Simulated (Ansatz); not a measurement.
**Two self-consistent states of NiCl4**

An SCF can end in more than one state. Here NiCl4, a cell without long-range order, is run from each state found earlier: which lies lowest, and what else changes?

Method: DFT, PBE, plane waves, PAW, in Ansatz 0.2.0.

## (1) Geometry

Cell: a = 6.490 Å, b = 5.613 Å, c = 7.647 Å, α = 93.26°, β = 68.10°, γ = 97.47°. Nearest neighbours (Å) of the first eight atoms: Cl1: 5 Cl at 2.67 to 2.90, 2 Ni at 2.99 to 3.05; Cl2: 4 Cl at 2.79 to 2.97, 2 Ni at 2.96 to 3.06; Cl3: 5 Cl at 2.84 to 3.03, 2 Ni at 3.10 to 3.14; Cl4: 6 Cl at 2.83 to 3.03, 2 Ni at 3.24 to 3.25; Ni5: 7 Cl at 2.79 to 3.38, 1 Ni at 3.15; Ni6: 7 Cl at 2.94 to 3.22, 1 Ni at 3.15; Cl7: 5 Cl at 2.90 to 3.09; Cl8: 5 Cl at 2.88 to 3.20, 2 Ni at 3.14 to 3.22.

Structure file:

```xyz
10
Lattice="6.1763 1.0552 1.6920 -1.7002 5.3485 0.0733 0.9631 -0.2539 7.5821" Properties=species:S:1:pos:R:3 pbc="T T T"
Cl    2.8229    2.8553    6.8796
Cl    4.7250    0.8155    7.0543
Cl    0.9438    0.8508    4.2353
Cl    1.7386    1.4241    1.5659
Ni    2.4320    4.5760    1.8347
Ni    5.4770    4.3406    7.0495
Cl    4.9833    2.7626    3.9556
Cl   -0.4609    4.0691    0.7142
Cl    2.0684    3.6495    4.4451
Cl    0.6062    1.0035    7.1018
```

The states: A, Cl1 down, Cl2 down, Ni5 down, Ni6 down, Cl7 down, Cl8 down, Cl10 down (collinear spin); B, Ni5 up, Ni6 down, Cl7 down, Cl8 down, Cl10 down (collinear spin). Each run reads its own saved solution as saved_state.

## (2) State A: the run

The input, input.yaml:

```yaml
crystal:
  lattice:
    - [6.176263, 1.05521, 1.691972]
    - [-1.700172, 5.348492, 0.073305]
    - [0.963052, -0.253936, 7.582057]
  symmetry: { detect: false, time_reversal: true }
  atoms:
    - { symbol: Cl, position: [0.464627, 0.480122, 0.799027] }
    - { symbol: Cl, position: [0.659379, 0.05954, 0.78268] }
    - { symbol: Cl, position: [0.114455, 0.161732, 0.531489] }
    - { symbol: Cl, position: [0.318443, 0.209772, 0.133433] }
    - { symbol: Ni, position: [0.582669, 0.745581, 0.104748], spin: 2.0 }
    - { symbol: Ni, position: [0.956806, 0.656497, 0.7099], spin: -2.0 }
    - { symbol: Cl, position: [0.855811, 0.363216, 0.327212] }
    - { symbol: Cl, position: [0.119676, 0.74004, 0.060331] }
    - { symbol: Cl, position: [0.430175, 0.62047, 0.484275] }
    - { symbol: Cl, position: [0.015944, 0.228665, 0.930888] }
kpoints:
  mp_grid: { grid: [3, 3, 3], shift: [0.0, 0.5, 0.5] }
magnetization:
  spin_polarized: true
scf:
  occupations: { method: fermi_dirac }
  lower_state_search: "off"
  max_iter: 200
hamiltonian:
  pseudopotentials: { kind: paw }
  xc: pbe
basis:
  ecutwfc: 420
  fft_grid_basis: typed
output:
  forces: true
  stress: true
  eigenvalues: true
  bader: true
  populations: true
  elf: true
  write_potential: true
  volumetric_format: npy
  dos:
    e_range: [-12, 8]
    de: 0.05
    projected: { site_lists: { Cl: [Cl], Ni: [Ni] } }
checkpoint:
  read: saved_state
```

Log, shortened:

```text
Warning: checkpoint.read: basis.xc_grid differs: saved 1, current 2 (points along each axis for each point of the dense box; where the key is left out runs that use forces, runs that use the stress, dielectric runs by a finite field, finite-displacement phonons, runs of [...]
Warning: RAYON_NUM_THREADS=2 ignored (pool sized by the plan → 2); use --threads N
[...]
Pseudopotentials: kind: paw
Pseudopotential: Cl, paw, valence charge 7, recommended cutoff 420 eV (normal), Cl.paw.azcp
Pseudopotential: Ni, paw, valence charge 18, recommended cutoff 420 eV (normal), Ni.paw.azcp
Functional definition: PBE
[...]
Crystal: 10 atoms, lattice volume = 256.271 Å³
Basis set: ecut = 420 eV, 5037 PW (Γ), exchange–correlation on 90×80×108 points (8 copies of the dense FFT grid, shifted against one another)
Bands: 58, of which v1, the nominal top of the filled ones, is band 46 counted from 1 (45 counted from 0)
Symmetry: 1 space group operations
k-points: 14 of 27 (time reversal used)
[...]
Starting moments: Σ|m| = 4 μB on 2 of 10 sites; this step starts from the density that it was given
[...]
SCF iter   1: F=—  HF=-20306.192551 eV  |F-HF|=—  |Δ(HF+E_count)|=         —  Δρ=1.68e-2 (↑1.68e-2 ↓6.96e-3)  dr2=1.12e-1  dr2_m=2.62e-1  M=-5.749 μB ∫|m|=5.918 μB  β_m=1.00  ethr=1.18e-4  ⟨swp⟩=2.0  Hψ=7682  notcnv=0
[...]
spin=Collinear: Kerker preconditioning applied to the charge; magnetization (m = ρ↑ − ρ↓) channel mixes plain (no charge-response kernel on spin).
[...]
spin-set hold released at iteration 11 (site moments contracting): the magnetisation degrees of freedom join the quasi-Newton model from the next iteration; the mixer history was flushed
[...]
WARN: the starting moments were not kept: 1 of 2 ended reversed and 1 kept their direction, counting a site from 0.1 of the cell's largest site moment. The largest reversed, site 4 (counted from 0, in the order of the report's site_moments_mub), started with +2.0 μB and closes at -1.3e0 [...]
Free energy (F): -20307.941088 eV
[...]
E sigma→0 (E₀):  -20307.692543 eV
Entropy (-TS):   -0.497089 eV (-49.709 meV/atom)
Fermi energy:    2.448382 eV
[...]
--- Forces (eV/Å), atoms counted from 1 ---
  atom   1  Cl     1.40856412     0.68027947     0.61168787
  atom   2  Cl     0.57769369    -1.19721991     0.51019576
  atom   3  Cl     0.12840646    -0.66922862     0.02598313
  atom   4  Cl     0.57857989     0.19907960     0.91653349
  atom   5  Ni    -0.58143779    -0.20135200    -0.14846112
  atom   6  Ni     0.23362633     0.07489386    -0.08208936
  atom   7  Cl    -0.19001794     0.12710662     0.04938298
  atom   8  Cl    -0.70294307     0.01783004    -0.02476576
[...]
--- Stress (GPa, compression-positive) ---
       -1.494761       0.023834       0.034222
        0.023769      -1.105354       1.373474
        0.034154       1.373508      -4.246938
  P = ⅓ Tr σ = -2.2824 GPa (-22.824 kbar)
--- Band table (eV; the first three rows and the last of 28) ---
[...]
--- Löwdin populations: 10 sites ---
  site symbol       q [e]    m [muB]
     0     Cl      7.0986    -0.3498
     1     Cl      7.1990    -0.3782
     2     Cl      7.1370    -0.2352
     3     Cl      7.1017    -0.2251
     4     Ni     17.1670    -1.2898
     5     Ni     17.1545    -1.2920
     6     Cl      7.1652    -0.6281
     7     Cl      7.2186    -0.5440
     8     Cl      7.2879    -0.2469
     9     Cl      7.1516    -0.4499
  spilling = 0.003467 (of n_electrons = 92.000000)
--- Bader charges: 10 sites ---
  site symbol  charge [e]  shift [e]    m [muB]
     0     Cl     -0.1635     0.0000    -0.3408
     1     Cl     -0.2507     0.0000    -0.3716
     2     Cl     -0.1773     0.0000    -0.2369
     3     Cl     -0.1387     0.0000    -0.2300
     4     Ni      0.8406     0.0002    -1.3005
     5     Ni      0.8508     0.0000    -1.3022
     6     Cl     -0.1743     0.0000    -0.6224
     7     Cl     -0.2537     0.0000    -0.5334
     8     Cl     -0.3497     0.0002    -0.2410
     9     Cl     -0.1835     0.0000    -0.4412
  estimated error of the sums over rays = 2.5e-4 e
```

It took 57 s on 2 threads of an x86-64 CPU, shared host; peak memory 0.8 GiB.

## (3) What state A looks like

Counts of states in windows (eV from the Fermi level; tetrahedra), total and projected:

```tsv
from	to	total	up	down	Cl p	Ni s	Ni d
-5.0	-4.0	3.27	1.05	2.23	3.07	0.13	0.04
-4.0	-3.0	9.16	4.42	4.74	8.46	0.30	0.28
-3.0	-2.0	12.19	4.90	7.28	9.19	0.18	2.64
-2.0	-1.0	16.70	5.35	11.33	8.90	0.14	7.48
-1.0	0.0	18.58	11.13	7.41	11.57	0.15	6.67
0.0	1.0	8.14	7.14	1.00	5.24	0.08	2.77
1.0	2.0	1.15	0.15	1.00	0.35	0.72	0.02
2.0	3.0	1.96	0.96	1.00	0.46	1.39	0.03
3.0	4.0	0.88	0.88	0.00	0.16	0.69	0.01
4.0	5.0	0.00	0.00	0.00	0.00	0.00	0.00
```

By element, from the tables in the log (a charge is positive for electrons lost): Löwdin charges also hold the electrons that the projection spills.

```tsv
element	atoms	Bader charge (e)	Bader volume (Å³)	Löwdin charge (e)	Bader moment, size (μB)
Cl	8	-0.35 to -0.14	22.7 to 30.3	-0.29 to -0.10	0.23 to 0.62
Ni	2	+0.84 to +0.85	19.7 to 20.7	+0.83 to +0.84	1.30
```

The Löwdin projection spills 0.3 % of the electrons and depends on the orbitals chosen; where it disagrees with Bader's partition, neither is an observable.

The main site moments: Cl1 down, Cl2 down, Ni5 down, Ni6 down, Cl7 down, Cl8 down, Cl10 down.

## (4) Run from state B

input.yaml: that of step 2 with these lines changed.

```diff
@@ -5,3 +5,2 @@
     - [0.963052, -0.253936, 7.582057]
-  symmetry: { detect: false, time_reversal: true }
   atoms:
```

Log, shortened:

```text
Warning: checkpoint.read: basis.xc_grid differs: saved 1, current 2 (points along each axis for each point of the dense box; where the key is left out runs that use forces, runs that use the stress, dielectric runs by a finite field, finite-displacement phonons, runs of [...]
Warning: RAYON_NUM_THREADS=2 ignored (pool sized by the plan → 2); use --threads N
[...]
Pseudopotentials: kind: paw
Pseudopotential: Cl, paw, valence charge 7, recommended cutoff 420 eV (normal), Cl.paw.azcp
Pseudopotential: Ni, paw, valence charge 18, recommended cutoff 420 eV (normal), Ni.paw.azcp
Functional definition: PBE
[...]
Crystal: 10 atoms, lattice volume = 256.271 Å³
Basis set: ecut = 420 eV, 5037 PW (Γ), exchange–correlation on 90×80×108 points (8 copies of the dense FFT grid, shifted against one another)
Bands: 58, of which v1, the nominal top of the filled ones, is band 46 counted from 1 (45 counted from 0)
Symmetry: 1 space group operations
Space group: P1 (ITA 1), of the structure as read, at distance tolerance 6.4e-5 Å
[...]
        0.092580       1.401095      -4.226713
  P = ⅓ Tr σ = -2.3088 GPa (-23.088 kbar)
--- Band table (eV; the first three rows and the last of 28) ---
[...]
--- Löwdin populations: 10 sites ---
  site symbol       q [e]    m [muB]
     0     Cl      7.0998    -0.2007
     1     Cl      7.2018    -0.2140
     2     Cl      7.1363    -0.1933
     3     Cl      7.1012    -0.1388
     4     Ni     17.1598     1.3041
     5     Ni     17.1533    -1.3006
     6     Cl      7.1643    -0.5827
     7     Cl      7.2246    -0.3996
     8     Cl      7.2857    -0.1116
     9     Cl      7.1540    -0.3805
  spilling = 0.003469 (of n_electrons = 92.000000)
--- Bader charges: 10 sites ---
  site symbol  charge [e]  shift [e]    m [muB]
     0     Cl     -0.1641     0.0000    -0.1970
     1     Cl     -0.2529     0.0000    -0.2144
     2     Cl     -0.1765     0.0000    -0.1943
     3     Cl     -0.1387     0.0000    -0.1450
     4     Ni      0.8463     0.0002     1.3067
     5     Ni      0.8519     0.0000    -1.3112
     6     Cl     -0.1735     0.0000    -0.5766
     7     Cl     -0.2587     0.0000    -0.3915
     8     Cl     -0.3480     0.0002    -0.1156
     9     Cl     -0.1858     0.0000    -0.3738
  estimated error of the sums over rays = 2.5e-4 e
```

It took 91 s on 2 threads of an x86-64 CPU, shared host; peak memory 0.8 GiB.

## (5) State B: levels and charges

Counts of states in windows (eV from the Fermi level; tetrahedra), total and projected:

```tsv
from	to	total	up	down	Cl p	Ni s	Ni d
-5.0	-4.0	3.24	1.23	2.00	3.03	0.14	0.04
-4.0	-3.0	9.35	4.71	4.63	8.63	0.29	0.29
-3.0	-2.0	12.41	6.05	6.36	9.11	0.18	2.96
-2.0	-1.0	16.07	7.99	8.07	8.68	0.13	7.10
-1.0	0.0	18.50	8.58	9.91	11.70	0.15	6.48
0.0	1.0	8.44	5.41	3.02	5.28	0.08	3.01
1.0	2.0	1.24	0.45	0.79	0.37	0.77	0.03
2.0	3.0	2.35	1.33	1.02	0.52	1.70	0.03
3.0	4.0	0.41	0.23	0.18	0.07	0.32	0.00
4.0	5.0	0.00	0.00	0.00	0.00	0.00	0.00
```

Gathered by element (positive charge: electrons given up): Löwdin charges also hold the electrons that the projection spills.

```tsv
element	atoms	Bader charge (e)	Bader volume (Å³)	Löwdin charge (e)	Bader moment, size (μB)
Cl	8	-0.35 to -0.14	22.7 to 30.2	-0.29 to -0.10	0.12 to 0.58
Ni	2	+0.85	19.7 to 20.6	+0.84 to +0.85	1.31
```

Löwdin charges rest on a small set of atomic orbitals that misses 0.3 % of the electrons, so they need not add up to the cell's charge and can differ from Bader's even in sign.

The main site moments: Ni5 up, Ni6 down, Cl7 down, Cl8 down, Cl10 down.

## (6) Comparison

```tsv
state	free energy (meV/atom)	largest site moment (μB)	size of the net moment (μB/cell)	gap (eV)	pressure (GPa)	largest force (eV/Å)	SCF cycles
A	0.0	1.30	5.62	metal	-2.3	1.68	24
B	4.1	1.31	2.21	metal	-2.3	1.65	58
```

State A wins by 4.1 meV per atom over B. The atoms are far from rest (forces to 1.7 eV/Å), so order and character hold for this geometry alone. Every run converged, so convergence alone does not show that a state is the lowest.

Keep in mind: a 3d oxide or halide that comes out metallic without a U or exact exchange, which may be an insulator in nature; the k mesh is coarse for a cell without a gap.
